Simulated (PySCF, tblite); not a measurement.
# C3H11NSi2: geometry, infrared bands and NMR shifts

What infrared bands and NMR shifts should C3H11NSi2 (`C=CCN([SiH3])[SiH3]`) show?

Programs: tblite 0.8.0 and PySCF 2.14.0, with density-fitted response routines of our own. Each step states its level of theory. These are calculated values for one molecule in the gas phase, unless marked as measured. Atoms count from 0, in the outputs and in this text.

### Step 1. The molecule as given

17 atoms, charge 0, multiplicity 1; geometry from: force field or distance geometry start.

Bonds of the start (Å): C0–C1 1.36, C1–C2 1.49, C2–N3 1.44, N3–Si4 1.78, N3–Si5 1.78, C0–H6 1.10, C0–H7 1.09, C1–H8 1.08, C2–H9 1.11, C2–H10 1.11, Si4–H11 1.48, Si4–H12 1.47, Si4–H13 1.48, Si5–H14 1.47, Si5–H15 1.48, Si5–H16 1.47.

### Step 2. Geometry optimisation with GFN2-xTB

Job settings and geometry (Å):

```
{"job": {"kind": "relax", "xc": "GFN2-xTB", "basis": "xTB"}, "charge": 0, "multiplicity": 1}
C      2.804700    -0.244500    -0.001200
C      1.638800     0.441500    -0.162000
C      0.498400    -0.372300    -0.669500
N     -0.523200    -0.280700     0.343000
Si    -2.008300    -1.180600    -0.037200
Si    -0.990900     1.389900     0.737700
H      3.698700     0.269700     0.372700
H      2.851900    -1.310000    -0.248300
H      1.565000     1.487900     0.087000
H      0.155500    -0.000500    -1.652000
H      0.796300    -1.428400    -0.842800
H     -2.953400    -0.992000     1.080500
H     -1.687200    -2.596700    -0.253500
H     -2.525400    -0.607600    -1.300300
H     -0.673600     2.278900    -0.389700
H     -0.211800     1.785800     1.933600
H     -2.442500     1.371700     0.992100
```

On the command line:

```sh
$ OMP_NUM_THREADS=1 python probes_run.py task.json out
```

This one command runs all jobs of the session in turn.

**Question.** This job is followed by: GFN2-xTB harmonic vibrations, gas phase; GIAO PBE0/pcSseg-1 NMR shielding, non-relativistic, gas phase. Predict these results of the whole session: strongest single infrared mode (GFN2-xTB); zero-point energy (GFN2-xTB); 13C shifts against TMS (PBE0/pcSseg-1); 1H shifts against TMS (PBE0/pcSseg-1, means over atoms taken as alike); 15N shifts against NH3 (PBE0/pcSseg-1); 29Si shifts against TMS (PBE0/pcSseg-1, means over atoms taken as alike).

As calculated:

| quantity | value |
| --- | --- |
| strongest single infrared mode (GFN2-xTB) | 2307 cm⁻¹, 593 km/mol |
| zero-point energy (GFN2-xTB) | 77.4 kcal/mol |
| 13C shifts against TMS (PBE0/pcSseg-1) | 143.9, 122.1, 59.9 ppm |
| 1H shifts against TMS (PBE0/pcSseg-1, means over atoms taken as alike) | 6.21, 5.42, 5.38, 4.71, 3.61 ppm |
| 15N shifts against NH3 (PBE0/pcSseg-1) | 14.6 ppm |
| 29Si shifts against TMS (PBE0/pcSseg-1, means over atoms taken as alike) | -47.1 ppm |

Over 169 steps the energy fell by 0.725 eV; of the close pairs, N3–Si5 changed most, 1.779 to 1.735 Å. No mode is imaginary among the 45: a minimum at this level. The strongest single mode, at 2307 cm⁻¹, moves mainly H11 and H16. Unscaled tight-binding wavenumbers are off by several per cent, some by more. Its intensities can rank the bands wrongly. The most deshielded carbon is C1 (alkene CH), at 143.9 ppm: the olefinic region. The most deshielded hydrogen is H8 (hydrogen on an alkene CH), at 6.21 ppm: attached to an sp2 carbon and in the plane of the double bond. At PBE0/pcSseg-1: Shielding is most anisotropic at C1 (span 236 ppm, paramagnetic term -216 ppm).
